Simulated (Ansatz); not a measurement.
**C₄H₇AlO: a ladder of functionals and wavefunction methods**

One table from this session's results is given with a row withheld; the runs are named, their logs left out.

The runs use Ansatz 0.2.0, Gaussian basis; functionals in def2-TZVPP, the program's frozen cores in correlated methods.

Levels to be run: PBE-D4, r2SCAN-D4, PBE0-D4, B3LYP-D4, ωB97X-V, ωB97M-V, B2PLYP; CCSD(T)/def2-TZVPP; MP2/def2-QZVPP; extrapolation to the limit.

## Structure used throughout

An earlier PBE0-D4 in a triple-zeta def2 set relaxation fixed the geometry.

SMILES `C#CO[CH2][AlH][CH3]`, 13 atoms, charge 0, spin multiplicity 1.

Atoms are counted from 1 here; the program's logs count them from 0.

Bond lengths: C1–C2 1.216 Å, C1–H7 1.065 Å, C2–O3 1.270 Å, O3–C4 1.516 Å, C4–Al5 2.052 Å, C4–H8 1.091 Å, C4–H9 1.091 Å, Al5–C6 1.956 Å, Al5–H10 1.592 Å, C6–H11 1.094 Å, C6–H12 1.094 Å, C6–H13 1.096 Å. Angles: C2–C1–H7 167.2°, C1–C2–O3 170.2°, C2–O3–C4 103.9°, O3–C4–Al5 102.4°, O3–C4–H8 104.7°, O3–C4–H9 104.5°, Al5–C4–H8 117.4°, Al5–C4–H9 117.1°, H8–C4–H9 108.9°, C4–Al5–C6 117.0°, C4–Al5–H10 116.1°, C6–Al5–H10 121.3°, Al5–C6–H11 112.3°, Al5–C6–H12 112.1°, Al5–C6–H13 110.5°, H11–C6–H12 107.7°, H11–C6–H13 107.3°, H12–C6–H13 106.6°.

Set-up of the first run:

in.yaml

```yaml
crystal:
  periodic: [false, false, false]
  atoms:
    - {symbol: C, position_ang: [-1.202484, -1.505198, -0.663707]}
    - {symbol: C, position_ang: [-0.178688, -1.336513, -1.296874]}
    - {symbol: O, position_ang: [0.953820, -1.039653, -1.789315]}
    - {symbol: C, position_ang: [1.622495, -0.227124, -0.698596]}
    - {symbol: Al, position_ang: [0.164305, -0.138166, 0.741964]}
    - {symbol: C, position_ang: [-0.843491, 1.532360, 0.884998]}
    - {symbol: H, position_ang: [-2.155532, -1.796882, -0.288803]}
    - {symbol: H, position_ang: [2.531557, -0.779760, -0.458857]}
    - {symbol: H, position_ang: [1.897278, 0.709811, -1.185053]}
    - {symbol: H, position_ang: [0.362536, -1.096208, 1.998466]}
    - {symbol: H, position_ang: [-1.057091, 1.973156, -0.093022]}
    - {symbol: H, position_ang: [-1.796810, 1.394821, 1.403973]}
    - {symbol: H, position_ang: [-0.277295, 2.274653, 1.459625]}
basis:
  gaussian: {orbitals: def2-TZVPP}
hamiltonian: {xc: pbe, dispersion: d4}
output: {forces: true, orbitals: {seedname: orbitals}}
```

Command:

```bash
> ansatz run in.yaml --threads 4 --pin off --events-out ev --progress --plain --max-ram 10444MiB
```

Among the steps run: PBE-D4 (GGA); r2SCAN-D4 (meta-GGA); PBE0-D4 (hybrid); B3LYP-D4 (hybrid); ωB97X-V (range-separated); ωB97M-V (range-separated); B2PLYP (double hybrid); CCSD(T) in def2-TZVPP; MP2 in def2-QZVPP.

One of the session's tables, all rows but one given; the rest of the session is left out.

| method | atomisation energy (kJ/mol) |
| --- | --- |
| PBE-D4 | 5125.9 |
| r2SCAN-D4 | 5021.4 |
| PBE0-D4 | 5019.5 |
| B3LYP-D4 | 4987.7 |
| ωB97X-V | 4997.9 |
| ωB97M-V | 5011.6 |
| B2PLYP | 4941.2 |
| HF/def2-TZVPP | ? |
| MP2/def2-TZVPP | 4966.3 |
| CCSD/def2-TZVPP | 4772.4 |
| CCSD(T)/def2-TZVPP | 4861.1 |
| MP2/CBS | 5092.9 |
| CCSD(T)/CBS | 4987.7 |

Q: Estimate the row for HF/def2-TZVPP from the others.

The run gave: atomisation energy (kJ/mol): 3587.0. In the column «atomisation energy (kJ/mol)» it is the lowest.
